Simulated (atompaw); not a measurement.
# Ni: generating and testing a PAW (atompaw) potential

Do these settings give a usable potential? It is generated, then checked for scattering, ghosts and hardness.

The numbers are computed with atompaw 4.2.0.5 (LDA (PW92), scalar-relativistic, spin-unpolarised reference atom).

## (1) Starting point

Typed settings, in words:

```json
{
  "element": "nickel (Ni, Z = 28)",
  "type": "PAW",
  "frozen core": "[Ar]",
  "valence charge": "10",
  "reference configuration": "3d8 4s1.5 4p0 (charge +0.5)",
  "partial waves": "4s (bound): rc 2.35 bohr; 4s channel at 1.2 Ry: rc 3.00 bohr; 4p (bound, empty): rc 3.00 bohr; 4p channel at 4.4 Ry: rc 3.00 bohr; 3d (bound): rc 1.65 bohr; 3d channel at 0.3 Ry: rc 1.65 bohr; 4f channel at -0.05 Ry: rc 3.00 bohr",
  "local potential": "troulliermartins scheme with l = 4 at 0 Ry, radius 2.65 bohr",
  "core correction": "smooth core density matched at 2.25 bohr",
  "augmentation charge": "sinc compensation charge, radius 2.35 bohr; PAW radius 3.00 bohr; waves and projectors: custom polynom2 7 10 vanderbiltortho"
}
```

The nodes and maxima of the atom's own shells, from an earlier all-electron run, set the scale for the radii.

All-electron outer shells of the reference configuration (LDA (PW92), scalar-relativistic, ld1.x):

```
shell  level (eV)  outermost node (bohr)  outermost maximum (bohr)
   3s     -114.89                   0.30                      0.64
   3p      -75.66                   0.27                      0.65
   3d      -13.51                      –                      0.63
   4s       -9.55                   0.92                      2.15
   4p       -4.39                   1.00                      2.84
```

## (2) The generation run

The input, Ni.input:

```
Ni 28
LDA-PW scalarrelativistic loggrid 1500 logderivrange -3 5 201
4 4 3 0 0 0
4 0 1.5
4 1 0
3 2 8
0 0 0
c
c
c
v
c
c
v
v
3
3.00 2.35 2.65 2.25
y
1.2
n
y
4.4
n
y
0.3
n
y
-0.05
n
custom polynom2 7 10 vanderbiltortho sinc
4 0 troulliermartins
2.35
3.00
3.00
3.00
1.65
1.65
3.00
PWSCFOUT
UPFDX 0.0125d0 UPFXMIN -7.d0 UPFZMESH 28.d0
END
```

Started as:

```console
atompaw < Ni.input > Ni.log
```

Before running it: what results should come out? Wanted: cutoffs for 10 and 1 mRy, occupied levels; bound ghosts; largest phase difference near zero energy, channels read; lowest eigenvalue of the overlap; share of valence orbitals outside the PAW sphere; UPF file.

The runs gave:

| quantity | value |
| --- | --- |
| cutoffs for 10 and 1 mRy, occupied levels | 55 Ry and 260 Ry |
| bound ghosts | none found |
| largest phase difference near zero energy, channels read | 0.029 rad |
| lowest eigenvalue of the overlap (Bessel basis) | 0.623 (s) |
| share of valence orbitals outside the PAW sphere | 4s 30 %, 4p 59 %, 3d 1 % |
| UPF file | written |

What this shows: By its cutoff, 55 Ry for the looser tolerance, it is of middling hardness. The tighter tolerance needs 260 Ry, and converged work needs a cutoff nearer that. The slowest occupied level is 3d: taken alone it needs 70 Ry to come within 1 mRy, against 8 Ry for 4s. It is free of bound ghosts as far as tested. Near zero energy the phases of the channels with partial waves agree within 0.029 rad. All of this concerns the isolated atom, not yet a solid.
